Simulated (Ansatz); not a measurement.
# Co2Ge: bonding charge in real space, part 1 of 2

Aim: see in Co2Ge how the density differs from that of free atoms, which states sit where, how compression changes the bonding charge and how the functional moves the density. The geometry is as listed and is not relaxed.

Computed with Ansatz 0.2.0 (DFT r2SCAN, scalar-relativistic, plane waves, PAW, unless a step's input says otherwise).

## 1. The structure to begin with

The structure is hexagonal, space group P6_3/mmc (No. 194). The conventional cell has a = 4.005 Å, b = 4.005 Å, c = 5.015 Å, α = 90.00°, β = 90.00°, γ = 120.00°. Around Co (site symmetry -6m2) lie 5 Ge at 2.31 to 2.51 Å and 6 Co at 2.63 Å. Around Co (site symmetry -3m) lie 8 Co at 2.51 to 2.63 Å and 6 Ge at 2.63 Å. Around Ge (site symmetry -6m2) lie 11 Co at 2.31 to 2.63 Å.

As a file:

```cif
data_structure
_symmetry_space_group_name_H-M 'P6_3/mmc'
_symmetry_Int_Tables_number 194
_cell_length_a 4.0053
_cell_length_b 4.0053
_cell_length_c 5.0150
_cell_angle_alpha 90.000
_cell_angle_beta 90.000
_cell_angle_gamma 120.000
_cell_volume 69.67
loop_
_atom_site_label
_atom_site_type_symbol
_atom_site_symmetry_multiplicity
_atom_site_Wyckoff_symbol
_atom_site_fract_x
_atom_site_fract_y
_atom_site_fract_z
_atom_site_occupancy
Co1 Co 2 d 0.66667 0.33333 0.25000 1
Co2 Co 2 a 0.00000 0.00000 0.50000 1
Ge1 Ge 2 c 0.33333 0.66667 0.25000 1
```

The structure comes from the Materials Project (structure only).

## 2. Self-consistent density

input.yaml

```yaml
crystal:
  lattice:
    - [4.0052799007, 0.0, 0.0]
    - [-2.0026399504, 3.4686741433, 0.0]
    - [0.0, 0.0, 5.015049]
  atoms:
    - { symbol: Co, position: [0.66666667, 0.33333333, 0.25] }
    - { symbol: Co, position: [0.0, 0.0, 0.5] }
    - { symbol: Co, position: [0.0, 0.0, 0.0] }
    - { symbol: Co, position: [0.33333333, 0.66666667, 0.75] }
    - { symbol: Ge, position: [0.33333333, 0.66666667, 0.25] }
    - { symbol: Ge, position: [0.66666667, 0.33333333, 0.75] }
basis:
  ecutwfc: 500
  fft_grid_basis: typed
kpoints:
  mp_grid: { grid: [12, 12, 8] }
hamiltonian:
  xc: r2scan
  pseudopotentials: { kind: paw }
scf:
  occupations: { method: gaussian, width: 0.05 }
output:
  forces: true
  stress: true
  eigenvalues: true
  bader: true
  write_density: true
  volumetric_format: npy
  elf: true
```

Launch:

```
$ ansatz run input.yaml --threads 2 --pin off --max-ram 4096MiB --backend cpu --events-out ev --progress --plain --runs-dir out
```

The program printed, cut to the lines that bear on the results:

```text
Warning: RAYON_NUM_THREADS=2 ignored (pool sized by the plan → 2); use --threads N
[...]
Pseudopotentials: kind: paw
Pseudopotential: Co, paw, valence charge 17, recommended cutoff 500 eV (meta_gga), Co.paw.azcp
Pseudopotential: Ge, paw, valence charge 14, recommended cutoff 500 eV (meta_gga), Ge.paw.azcp
Functional definition: r2SCAN
[...]
Crystal: 6 atoms, lattice volume = 69.674 Å³
Basis set: ecut = 500 eV, 1813 PW (Γ), exchange–correlation on 120×120×160 points (64 copies of the dense FFT grid, shifted against one another)
Bands: 58, of which v1, the nominal top of the filled ones, is band 48 counted from 1 (47 counted from 0)
Symmetry: 24 space group operations
Space group: P63/mmc (ITA 194), of the structure as read, at distance tolerance 4.1e-5 Å
k-points: 95 of 1152
[...]
SCF iter   1: F=—  HF=-29130.967136 eV  |F-HF|=—  |Δ(HF+E_count)|=         —  Δρ=1.46e-2  dr2=6.17e-2  dr2_τ=1.69e-1  ethr=1.77e-3  ⟨swp⟩=6.0  Hψ=17774  notcnv=0  defer=9
[...]
SCF iter  10: F=-29131.201193 eV  HF=-29131.201193 eV  |F-HF|=5.50e-8  |Δ(HF+E_count)|=   1.89e-7  Δρ=1.18e-5  dr2=8.58e-8  dr2_τ=3.00e-9  ethr=1.04e-10  ⟨swp⟩=7.5  Hψ=24855  notcnv=0
[...]
SCF converged after 10 iterations
Free energy (F): -29131.201193 eV
[...]
E sigma→0 (E₀):  -29131.197285 eV
Entropy (-TS):   -0.007815 eV (-1.303 meV/atom)
Fermi energy:    17.758257 eV
[...]
--- Forces (eV/Å), atoms counted from 1 ---
  atom   1  Co     0.00000000     0.00000000     0.00000000
  atom   2  Co    -0.00000000    -0.00000000     0.00000000
  atom   3  Co     0.00000000     0.00000000    -0.00000000
  atom   4  Co    -0.00000000    -0.00000000    -0.00000000
  atom   5  Ge     0.00000000     0.00000000     0.00000000
  atom   6  Ge    -0.00000000    -0.00000000    -0.00000000
[...]
--- Stress (GPa, compression-positive) ---
       -8.428211      -0.000000      -0.000000
       -0.000000      -8.428211      -0.000000
       -0.000000      -0.000000      -7.976988
  P = ⅓ Tr σ = -8.2778 GPa (-82.778 kbar)
--- Band table (eV; the first three rows and the last of 95) ---
[...]
--- Bader charges: 6 sites ---
  site symbol  charge [e]  shift [e]
     0     Co     -0.1820     0.0026
     1     Co      0.0757     0.0010
     2     Co      0.0757     0.0010
     3     Co     -0.1820     0.0026
     4     Ge      0.1063     0.0016
     5     Ge      0.1063     0.0016
  estimated error of the sums over rays = 9.1e-4 e
```

It took 1.9 min on 2 threads of Arm Neoverse N1, shared host; peak memory 0.72 GiB.

## 3. The fields of the base run

Density in a lattice plane of the grid's cell (edges 4.01 and 5.02 Å, at 0.333 of the third edge), which holds Co and Ge.

Ten even steps from '0' (0.21 e/Å³) to '9' (47.76 e/Å³):
```
00000000000000000000
00000000000000000000
00000000000000000000
00000000000024410000
00000000000159830000
00000000000024410000
00000000000000000000
00000000000000000000
00000000000000000000
00000000000000000000
00000000000000000000
00000000000000000000
00000000000001100000
00000000000135520000
00000000000159841000
00000000000135520000
00000000000001100000
00000000000000000000
00000000000000000000
00000000000000000000
```
Columns run along the first of these edges and rows up along the second, over one cell in 20 and 20 even steps from the bottom left corner. Atoms in the plane (fractional): Co at (0.67, 0.25), Ge at (0.67, 0.75).

ELF in the same plane.

Ten even steps from '0' (0.03) to '9' (0.96):
```
22222222333333333332
32222223333332233343
33222233433211112344
43222234432100001344
42211234432000001344
43222234432100001344
33222233433211112344
32222223333332233343
22222222333333333332
21111122223333333322
22222222222112211222
33222233211122211122
33333333211245542112
44444443212589974212
44444443213699985212
44444443212589974212
33333333211245542112
33222233211122211122
22222222222112211222
21111122223333333322
```
Columns run along the first of these edges and rows up along the second, over one cell in 20 and 20 even steps from the bottom left corner. Atoms in the plane (fractional): Co at (0.67, 0.25), Ge at (0.67, 0.75).

Both are smooth fields of the valence electrons: close to the nuclei they are not physical.

Outside the cores ELF peaks at 0.47 beside Ge, off the lines to its neighbours, 1.2 Å from Ge.

The reference for the deformation density is the superposition of neutral spherical atoms (taken from a run stopped after its first cycle, not shown).

Deformation density: the crystal less neutral atoms. These are valence pseudo-densities (PAW): inside the atomic spheres they are not the true ones.

Deformation density in a lattice plane of the grid's cell (edges 4.01 and 5.02 Å, at 0.333 of the third edge), which holds Co and Ge.

Values in 10⁻³ e/Å³, 12 rows by 10 columns:
```
  1.09   0.27   1.07   0.35  -1.26 -26.03 -61.92 -67.01 -39.35  -6.66
 18.19   7.95   6.18  14.73   7.03 -70.25 -85.64 -54.22 -94.93  -9.51
 26.50   6.23   1.61  19.19  13.58 -84.75 142.35 329.02 -80.81 -10.05
 18.19   7.95   6.18  14.73   7.03 -70.25 -85.64 -54.22 -94.93  -9.51
  1.09   0.27   1.07   0.35  -1.26 -26.03 -61.92 -67.01 -39.35  -6.66
 -9.29 -10.52  -9.40 -10.17  -4.28  -2.13   3.34   5.48  -0.81  -3.30
  1.09  -0.69  -0.63   0.26   0.27  -7.04  26.93  43.23  -1.09  -2.67
 18.19   9.58   7  14.77  12.69   8.25  33.77  64.82   9.88   8.93
 26.50  10.36   5.61  20.79  24.30  62.75  66.54  69.01  77.29  28.16
 18.19   9.58   7  14.77  12.69   8.25  33.77  64.82   9.88   8.93
  1.09  -0.69  -0.63   0.26   0.27  -7.04  26.93  43.23  -1.09  -2.67
 -9.29 -10.52  -9.40 -10.17  -4.28  -2.13   3.34   5.48  -0.81  -3.30
```
Columns run along the first of these edges and rows up along the second, over one cell in 10 and 12 even steps from the bottom left corner. Atoms in the plane (fractional): Co at (0.67, 0.25), Ge at (0.67, 0.75).

**What does the deformation density say about the bonding?**

Co–Ge (2.31 Å): Δρ is +0.06 e/Å³ at the midpoint.
Co–Co (2.51 Å): Δρ is +0.02 e/Å³ at the midpoint.
Co–Ge (2.51 Å): Δρ is +0.007 e/Å³ at the midpoint.
Outside the cores the largest gain is 0.08 e/Å³, at the edge of the Co core regions, and the largest loss 0.08 e/Å³, at the edge of the Ge core regions.
In all about 0.14 e an atom is rearranged against the free atoms.
Bader charges: Co −0.18 to +0.08 and Ge +0.11 e.

## 4. Densities by energy window

The windows are set from the levels of the base run, in eV from its Fermi level.

Edit input.yaml of step 2 so:

```diff
@@ -22,9 +22,28 @@
   occupations: { method: gaussian, width: 0.05 }
+  n_extra_bands: 6
 output:
   forces: true
-  stress: true
+  stress: false
   eigenvalues: true
-  bader: true
-  write_density: true
+  bader: false
+  write_density: false
   volumetric_format: npy
-  elf: true
+  band_densities:
+    - { e_range: [-0.25, 0.25] }
+    - { e_range: [-1.2, 0.0] }
+    - { e_range: [0.0, 1.2] }
+    - { e_range: [-7.19, -4.78] }
+    - { e_range: [-4.78, -2.39] }
+    - { e_range: [-13.16, -8.85] }
+    - { e_range: [-25.21, -25.07] }
+  dos:
+    e_range: [-30, 8]
+    de: 0.02
+    method: { smearing: { sigma: 0.03, scheme: gaussian } }
+    projected: { site_lists: { Co: [Co], Ge: [Ge] } }
+checkpoint:
+  read: start.run
+  write: ck
+  compress: false
+  write_wavefunctions: false
+  write_every: 100000
```

Launch:

```
$ ansatz run input.yaml --threads 2 --pin off --max-ram 4096MiB --backend cpu --events-out ev --progress --plain --runs-dir out
```

The program printed, cut to the lines that bear on the results:

```text
Warning: RAYON_NUM_THREADS=2 ignored (pool sized by the plan → 2); use --threads N
scf.n_extra_bands = 6 over 48 filled bands (N_el = 96.0): the run solves 54 bands
[...]
[... 4 set-up lines as earlier in the session ...]
[...]
Crystal: 6 atoms, lattice volume = 69.674 Å³
Basis set: ecut = 500 eV, 1813 PW (Γ), exchange–correlation on 120×120×160 points (64 copies of the dense FFT grid, shifted against one another)
Bands: 54, of which v1, the nominal top of the filled ones, is band 48 counted from 1 (47 counted from 0)
[... 2 set-up lines as earlier in the session ...]
k-points: 95 of 1152
[...]
  atom   2  Co    -0.00000000     0.00000000     0.00000000
  atom   3  Co     0.00000000     0.00000000    -0.00000000
  atom   4  Co    -0.00000000    -0.00000000    -0.00000000
  atom   5  Ge     0.00000000     0.00000000     0.00000000
  atom   6  Ge    -0.00000000    -0.00000000    -0.00000000
[...]
--- Band table (eV; the first three rows and the last of 95) ---
[...]
--- Band densities, each state counted as filled ---
  window                                       electrons  max residual (eV)  cut levels
  e_range: [-0.25, 0.25]                        2.701389             3.3e-5           0
  e_range: [-1.2, 0]                           14.168403             2.7e-6           0
  e_range: [0, 1.2]                             4.973958             3.3e-5           0
  e_range: [-7.19, -4.78]                       4.079861             2.3e-6           0
  e_range: [-4.78, -2.39]                      11.545139             2.4e-6           0
  e_range: [-13.16, -8.85]                      4.000000             2.1e-6           0
  e_range: [-25.21, -25.07]                    20.000000             8.9e-7           0
```

It took 67 s on 2 threads of Arm Neoverse N1, shared host; peak memory 0.72 GiB.

```
window (eV from the Fermi level)                                        what it holds  electrons a cell                        main Löwdin character
             −25.21 to −25.07 eV  a separate group of bands (semicore or deep states)             20.00                            Ge 3d (over 95 %)
                −13.2 to −8.8 eV                            a separate group of bands              4.00  Ge 4s (60 %), Co 4s (20 %) and Co 3d (10 %)
                 −7.2 to −4.8 eV         the lower third of the occupied valence band              4.08  Ge 4p (50 %), Co 3d (25 %) and Co 4s (15 %)
                 −4.8 to −2.4 eV        the middle third of the occupied valence band             11.55                Co 3d (70 %) and Ge 4p (25 %)
                  −1.2 to 0.0 eV         the filled states just under the Fermi level             14.17                                 Co 3d (95 %)
               −0.25 to +0.25 eV                        the states at the Fermi level              2.70                                 Co 3d (90 %)
                  0.0 to +1.2 eV           the empty states just over the Fermi level              4.97                Co 3d (85 %) and Ge 4p (10 %)
```

Density of the states at the Fermi level, scaled to one electron a cell, in a lattice plane of the grid's cell (edges 4.01 and 5.02 Å, at 0.333 of the third edge), which holds Co and Ge.

Values in 1/Å³, 12 rows by 10 columns:
```
0.00 0.00 0.00 0.00 0.00 0.00 0.00 0.00 0.00 0.00
0.00 0.00 0.00 0.00 0.00 0.00 0.00 0.00 0.00 0.00
0.00 0.00 0.00 0.00 0.00 0.00 0.00 0.00 0.00 0.00
0.00 0.00 0.00 0.00 0.00 0.00 0.00 0.00 0.00 0.00
0.00 0.00 0.00 0.00 0.00 0.00 0.00 0.00 0.00 0.00
0.00 0.00 0.00 0.00 0.00 0.00 0.00 0.00 0.00 0.00
0.00 0.00 0.00 0.00 0.00 0.01 0.01 0.01 0.01 0.00
0.00 0.00 0.00 0.00 0.00 0.02 0.12 0.16 0.05 0.01
0.00 0.00 0.00 0.00 0.00 0.02 0.38 0.63 0.06 0.01
0.00 0.00 0.00 0.00 0.00 0.02 0.12 0.16 0.05 0.01
0.00 0.00 0.00 0.00 0.00 0.01 0.01 0.01 0.01 0.00
0.00 0.00 0.00 0.00 0.00 0.00 0.00 0.00 0.00 0.00
```
Columns run along the first of these edges and rows up along the second, over one cell in 10 and 12 even steps from the bottom left corner. Atoms in the plane (fractional): Co at (0.67, 0.25), Ge at (0.67, 0.75).

Projected on a minimal set of atomic orbitals (Löwdin), they are Co 3d (90 %). In space (atomic cells sized by Bader volumes) the density divides as Co about 95 % and Ge little. It nearly vanishes midway along Co–Co contacts. The states are tightly held on the atoms.

(Continued in part 2 of 2.)
